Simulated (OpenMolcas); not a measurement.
# Tb²⁺ among point charges: CASSCF levels and susceptibility

Aim: the splitting of the states of Tb²⁺ in the field of 4 point charges, its lowest levels with spin-orbit coupling and its magnetic susceptibility.

The numbers are computed with OpenMolcas 26.06 (state-averaged CASSCF, spin-orbit coupling by RASSI with atomic mean-field integrals), except any that are marked as measured or tabulated.

### 1 What is computed

```
Species                           : Tb²⁺ (terbium, Z = 65, 63 electrons)
Basis                             : ANO-RCC-VDZP [7s6p4d2f1g], 68 functions
Scalar Hamiltonian                : DKH2, point nucleus
Inactive shells                   : 1s 2s 2p 3s 3p 3d 4s 4p 4d 5s 5p
Active space                      : 9 electrons in 7 orbitals (4f)
Some configurations of this space : 4f9
Orbitals                          : optimised for the highest spin of each parity, averaged over all roots
```

The outer shells:

4f9
```
4f [↑↓][↑↓][↑ ][↑ ][↑ ][↑ ][↑ ]
```

The ion sits among 4 point charges of -1 e arranged as a tetrahedron (Td), 2.71 Å from the ion.

Each step is its own input file, run in one work folder so that later steps find the files of earlier ones. Labels, J, g values, rates, χT and fits are worked out afterwards by a script from the matrices that RASSI stores.

### 2 One- and two-electron integrals

The input, a.inp:

```
&GATEWAY
Coord
1

Tb 0.0 0.0 0.0
Basis=ANO-RCC-VDZP
Group=NoSym
NoMove
AngMom=0.0 0.0 0.0
AMFI
XField
4 Angstrom 0
1.564619 1.564619 1.564619 -1.000000
1.564619 -1.564619 -1.564619 -1.000000
-1.564619 1.564619 -1.564619 -1.000000
-1.564619 -1.564619 1.564619 -1.000000
&SEWARD
```

Command:

```
> OMP_NUM_THREADS=1 MOLCAS_MEM=2252 MOLCAS_PROJECT=a pymolcas a.inp > a.log
```

### 3 CASSCF: sextets, 21 roots

The input, a.inp:

```
&RASSCF
FileOrb=start.orb
Symmetry=1
Spin=6
nActEl=9 0 0
Inactive=27
Ras2=7
CIRoot=21 21 1
SDav=21
CIMx=300
Iter=120 100
PrWF=0.3
OrbListing=Nothing
MaxOrb=0
>>> COPY $Project.JobIph JOB001
```

start.orb holds the contracted functions of the basis, ordered by shell, or the orbitals of the step before.

### 4 CASSCF: quartets, 162 roots

The input, a.inp:

```
&RASSCF
FileOrb=start.orb
Symmetry=1
Spin=4
nActEl=9 0 0
Inactive=27
Ras2=7
CIRoot=162 162 1
SDav=224
CIMx=300
Iter=120 100
PrWF=0.3
OrbListing=Nothing
MaxOrb=0
CIOnly
>>> COPY $Project.JobIph JOB002
```

### 5 CASSCF: doublets, 162 roots

The input, a.inp:

```
&RASSCF
FileOrb=start.orb
Symmetry=1
Spin=2
nActEl=9 0 0
Inactive=27
Ras2=7
CIRoot=162 162 1
SDav=490
CIMx=300
Iter=120 100
PrWF=0.3
OrbListing=Nothing
MaxOrb=0
CIOnly
>>> COPY $Project.JobIph JOB003
```

### 6 RASSI: spin-orbit coupling between the states

The input, a.inp:

```
&RASSI
NrOfJobIphs=3 21 108 35
1 2 3 4 5 6 7 8 9 10 11 12 13 14 15 16 17 18 19 20 21
1 2 3 4 5 6 7 8 9 10 11 12 13 14 15 16 17 18 19 20 21 22 23 24 25 26 27
28 29 30 31 32 33 34 35 36 37 38 39 40 41 42 43 44 45 46 47 48 49 50 51
52 53 54 55 56 57 58 59 60 61 62 63 64 65 66 67 68 69 70 71 72 73 74 75
76 77 78 79 80 81 82 83 84 85 86 87 88 89 90 91 92 93 94 95 96 97 98 99
100 101 102 103 104 105 106 107 108
1 2 3 4 5 6 7 8 9 10 11 12 13 14 15 16 17 18 19 20 21 22 23 24 25 26 27
28 29 30 31 32 33 34 35
IphNames
JOB001
JOB002
JOB003
EJob
SpinOrbit
DIPRint=1.0
SOCoupling=1000.0
Subsets=2
Property=9
'ANGMOM' 1 'ANGMOM' 2 'ANGMOM' 3 'MLTPL  1' 1 'MLTPL  1' 2 'MLTPL  1' 3
'AMFI' 1 'AMFI' 2 'AMFI' 3
SOProperty=3
'ANGMOM' 1 'ANGMOM' 2 'ANGMOM' 3
```

Before running it: what results should come out? Wanted: spin-free ground state; first state of the same spin within the active space; lowest level; next level.

As calculated:

| quantity | value |
| --- | --- |
| method | CASSCF |
| spin-free ground state | 6T2, 3-fold in its orbital part |
| first state of the same spin within the active space | 6E at 10.8 cm⁻¹ |
| lowest level | 4-fold Γ8 |
| next level | 13.2 cm⁻¹ |
| χT at 300 K | 14.09 cm³ K/mol |
| effective moment at 300 K | 10.62 μB |

In words: The spin-free ground state (6T2) comes to 100 % from free-ion H terms and keeps the highest spin of the shell. The quartets, doublets rest on orbitals optimised for another spin in at least one step, which raises them against the optimised states. Not all states of the active space went into the spin-orbit step. High states of lower spin are left out of the spin-orbit mixing, and CASSCF puts spin-flip levels too high. Point charges carry no covalency, so the field is a model and not that of real ligands.
